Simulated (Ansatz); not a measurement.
# MoNH+ (sextet): the correlation ladder, def2-QZVPP

The task here is to estimate one member of a computed series from the others.

The runs use Ansatz 0.2.0, Gaussian basis; def2-QZVPP, core rule «outside noble gas», up to 5 orbitals frozen.

Plan: UHF; ROHF; CCSD(T) on UHF.

## The geometry

The geometry is a PBE0/def2-TZVP stationary point (not a proven minimum) of the parent state, kept for this charge and spin. No spin-orbit coupling is included. Elements past krypton take def2 core potentials.

3 atoms, charge 1, spin multiplicity 6.

Atoms are counted from 1 here; the program's logs count them from 0.

Bond lengths: Mo1–N2 2.057 Å, N2–H3 1.028 Å. Angles: Mo1–N2–H3 115.2°.

Geometry (Å):

```xyz
3

Mo    0.0000    0.0108    0.2823
N     0.0000   -0.1292   -1.7704
H     0.0000    0.7698   -2.2699
```

Set-up of the first run:

The input, in.yaml:

```yaml
crystal:
  periodic: [false, false, false]
  atoms:
    - {symbol: Mo, position_ang: [0.000000, 0.010781, 0.282315]}
    - {symbol: N, position_ang: [0.000000, -0.129244, -1.770393]}
    - {symbol: H, position_ang: [0.000000, 0.769802, -2.269895]}
basis:
  gaussian: {orbitals: "def2-QZVPP.json"}
total_charge: 1
magnetization: {spin_polarized: true, initial_magnetization: 5}
hamiltonian: {xc: hf}
output: {orbitals: {seedname: orbitals}}
```

Command:

```
$ ansatz run in.yaml --threads 1 --pin off --events-out ev --progress --plain --max-ram 4096MiB --backend cpu
```

Among the steps run: UHF; ROHF; CCSD(T) on UHF.

One of the session's tables, all rows but one given; the rest of the session is left out.

It belongs to the step «Misses and costs». 

```
  method  from UCCSD(T) (kJ/mol)
    ROHF                       ?
     UHF                  +801.8
    UMP2                   +93.1
   UCCSD                   +38.6
UCCSD(T)                       0
```

**Question.** Estimate the row for ROHF.

**Answer.** from UCCSD(T) (kJ/mol): +833.8. In the column «from UCCSD(T) (kJ/mol)» it is the highest.

Caveats from the session: The determinant of HF (⟨S²⟩ 9.56) is far from a pure spin state, so its energy mixes those of several spin states; that is harmless only where they are near-degenerate. Warnings: spin contamination; coupled cluster took another determinant than the lowest.
